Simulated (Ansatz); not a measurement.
# TlSe2: the cost of one run

Program: Ansatz 0.2.0. Level of theory: DFT PBE, scalar-relativistic, plane waves, PAW. These are calculated values, not measurements.

## Step 1: The structure to begin with

The structure is trigonal, space group R3m (No. 160). Conventional cell: a = 3.565 Å, b = 3.565 Å, c = 20.704 Å, α = 90.00°, β = 90.00°, γ = 120.00°. Tl (site symmetry 3m) has 6 Se at 2.66 Å as nearest neighbours. Se (site symmetry 3m) is surrounded by 3 Tl at 2.66 Å.

Structure file:

```
Tl Se
1.0
     1.78244    1.02909    6.90134
    -1.78244    1.02909    6.90134
     0.00000   -2.05818    6.90134
Tl Se
1 2
Direct
  0.00000 0.00000 0.00000
  0.74840 0.74840 0.74840
  0.58490 0.58490 0.58490
```

This is candidate A: 3R molybdenite type (R3m, No. 160).

(A quick probe on a coarse mesh, which set the mesh and smearing, is not shown.)

## Step 3: A loose first relaxation (candidate A)

Contents of input.yaml:

```yaml
crystal:
  lattice:
    - [1.7824395199, 1.0290919366, 6.9013360248]
    - [-1.7824395199, 1.0290919366, 6.9013360248]
    - [0.0, -2.0581838732, 6.9013360248]
  atoms:
    - { symbol: Tl, position: [0.0, 0.0, 0.0] }
    - { symbol: Se, position: [0.7484, 0.7484, 0.7484] }
    - { symbol: Se, position: [0.5849, 0.5849, 0.5849] }
basis:
  ecutwfc: 420
kpoints:
  mp_grid: { grid: [6, 6, 6] }
hamiltonian:
  xc: pbe
scf:
  occupations: { method: gaussian, width: 0.1 }
  lower_state_search: "off"
output:
  forces: true
  stress: true
  eigenvalues: true
relax:
  adjacent_minimum: "off"
  f_tol: 0.04
  max_steps: 70
  cell: { stress_tol: 0.4 }
```

The run is started by

```sh
$ ansatz run input.yaml --threads 1 --pin off --max-ram 2560MiB --backend cpu --events-out ev --progress --plain --runs-dir out
```

**Question.** How long does this run take on 1 thread of Intel Xeon Platinum 8488C (Sapphire Rapids), shared host, and how much memory does it need?

About 67 s, with a peak of 0.41 GiB.
